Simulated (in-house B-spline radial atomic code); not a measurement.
**Ge³⁺: ionisation energy by several methods**

An exercise on one series of results from a longer session: the logs are not shown, and one member is left open.

The numbers are computed with in-house B-spline radial atomic code version 1 (scalar-relativistic (X2C), several functionals, spin-polarised; spherical all-electron atom at the radial basis limit), except any that are marked as measured or tabulated.

## The atom as given

| Property | Result |
| --- | --- |
| element | germanium (Z = 32) |
| charge | +3 |
| electrons | 29 |
| configuration | [Ar] 3d10 4s1 |
| nucleus | Fermi, rms radius 4.074 fm |

Outer shells as boxes (Hund's rule):

[Ar] 3d10 4s1
```
[Ar] core
3d [↑↓][↑↓][↑↓][↑↓][↑↓]
4s [↑ ]
```

Where spins are not typed, each open shell is filled with up spins first.

Set-up of the first run:

The run's settings:

```ini
Z = 32
electrons = 29.0
configuration = [Ar] 3d10 4s1
hamiltonian = x2c
method = am05
spin_polarised = True
nucleus = fermi
rms_radius = 4.0742
mass_number = 74
atomic_mass = 73.92117776
speed_of_light = 137.035999084
```

Steps of the session up to this table: AM05; M06-2X; r2SCAN; RPBE; Hartree-Fock; r2SCAN0; exchange-only LDA; ωB97X; OLYP.

One of the session's tables, all rows but one given; the rest of the session is left out.

```
           method  ΔSCF (eV)
exchange-only LDA     45.925
             AM05     46.523
             RPBE          ?
             OLYP     46.325
           r2SCAN     46.315
           M06-2X     45.967
          r2SCAN0     46.078
            ωB97X     45.632
     Hartree-Fock     44.627
```

Estimate the missing values for RPBE.

**Answer.** ΔSCF (eV): 46.498. In the column «ΔSCF (eV)» it lies between OLYP (46.325) and AM05 (46.523).

Caveats from the session: Mean absolute error by rung (exchange-only levels left out): GGA 0.73 eV, meta-GGA 0.60 eV, global hybrid 0.31 eV, range-separated hybrid 0.08 eV, Hartree-Fock 1.09 eV. Relativistic terms that these runs lack can be as large as the gaps between close methods, so the nearest may be so by luck. Spin-orbit coupling is left out.
